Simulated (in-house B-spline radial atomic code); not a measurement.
**Rb⁺: excited configurations**

How much energy does it take to promote electrons of Rb⁺ to other shells? Each configuration is solved by itself and compared with the reference.

The numbers are computed with in-house B-spline radial atomic code version 1 (scalar-relativistic (spin-free one-electron X2C) LC-wPBE, spin-polarised, spherical density, exact exchange averaged over the configuration, Fermi nucleus, basis-set limit), except any that are marked as measured or tabulated.

## Step 1: What is computed

| Quantity | Value |
| --- | --- |
| element | rubidium (Z = 37) |
| charge | +1 |
| electrons | 36 |
| configuration | [Ar] 3d10 4s2 4p6 |
| Hamiltonian | scalar-relativistic (X2C) |
| nucleus | Fermi, rms radius 4.204 fm |

Outer shells as boxes (Hund's rule):

[Ar] 3d10 4s2 4p6
```
[Ar] core
3d [↑↓][↑↓][↑↓][↑↓][↑↓]
4s [↑↓]
4p [↑↓][↑↓][↑↓]
```

Where spins are not typed, each open shell is filled with up spins first.

## Step 2: Reference run

Settings of the run:

```ini
Z = 37
electrons = 36.0
configuration = [Ar] 3d10 4s2 4p6
hamiltonian = x2c
method = lc_wpbe
spin_polarised = True
nucleus = fermi
rms_radius = 4.2036
mass_number = 85
atomic_mass = 84.91178973604
speed_of_light = 137.035999084
exact_exchange = averaged over the configuration
```

The run is started by

```sh
python run_scf.py task.json out
```

One command runs all members of the session, one after another, from task.json.

## Step 3: Run with [Ar] 3d9 4s2 4p6 5p1

Changes to the settings of step 2:

```diff
@@ -2,3 +2,3 @@
 electrons = 36.0
-configuration = [Ar] 3d10 4s2 4p6
+configuration = [Ar] 3d9 4s2 4p6 5p1
 hamiltonian = x2c
```

## Step 4: Configuration [Ar] 3d10 4s2 4p5 4d1

Changes to the settings of step 3:

```diff
@@ -2,3 +2,3 @@
 electrons = 36.0
-configuration = [Ar] 3d9 4s2 4p6 5p1
+configuration = [Ar] 3d10 4s2 4p5 4d1
 hamiltonian = x2c
```

## Step 5: Configuration [Ar] 3d10 4s1 4p6 5p1

Changes to the settings of step 4:

```diff
@@ -2,3 +2,3 @@
 electrons = 36.0
-configuration = [Ar] 3d10 4s2 4p5 4d1
+configuration = [Ar] 3d10 4s1 4p6 5p1
 hamiltonian = x2c
```

## Step 6: [Ne] 3s2 3p5 3d10 4s2 4p6 5f1

Changes to the settings of step 5:

```diff
@@ -2,3 +2,3 @@
 electrons = 36.0
-configuration = [Ar] 3d10 4s1 4p6 5p1
+configuration = [Ne] 3s2 3p5 3d10 4s2 4p6 5f1
 hamiltonian = x2c
```

## Step 7: [Ar] 3d10 4s1 4p6 5f1

Changes to the settings of step 6:

```diff
@@ -2,3 +2,3 @@
 electrons = 36.0
-configuration = [Ne] 3s2 3p5 3d10 4s2 4p6 5f1
+configuration = [Ar] 3d10 4s1 4p6 5f1
 hamiltonian = x2c
```

## Step 8: Configuration [Ar] 3d9 4s2 4p6 4d1

Changes to the settings of step 7:

```diff
@@ -2,3 +2,3 @@
 electrons = 36.0
-configuration = [Ar] 3d10 4s1 4p6 5f1
+configuration = [Ar] 3d9 4s2 4p6 4d1
 hamiltonian = x2c
```

**Question.** How far above the reference does each configuration lie (order and size, in eV)?

The runs gave:

| net move | configuration | 2|M_S|+1 | energy above the reference (eV) | largest <r> (bohr) |
| --- | --- | --- | --- | --- |
| 4p → 4d | [Ar] 3d10 4s2 4p5 4d1 | 3 | 18.311 | 2.99 |
| 4s → 5p | [Ar] 3d10 4s1 4p6 5p1 | 3 | 37.323 | 5.03 |
| 4s → 5f | [Ar] 3d10 4s1 4p6 5f1 | 3 | 42.861 | 15.3 |
| 3d → 4d | [Ar] 3d9 4s2 4p6 4d1 | 3 | 113.97 | 2.85 |
| 3d → 5p | [Ar] 3d9 4s2 4p6 5p1 | 3 | 115.46 | 4.96 |
| 3p → 5f | [Ne] 3s2 3p5 3d10 4s2 4p6 5f1 | 3 | 242.17 | 15.4 |

What this shows: At the bottom stands 4p → 4d (18.311 eV), at the top 3p → 5f (242.17 eV). 4 of them lie more than 60 % above minus the reference's highest level (26.348 eV), in the range where a state can decay by emitting an electron. The reference has 2|M_S|+1 = 1; 6 of the configurations differ from it in spin. These are spherical averages at the typed spins, not spectroscopic levels.
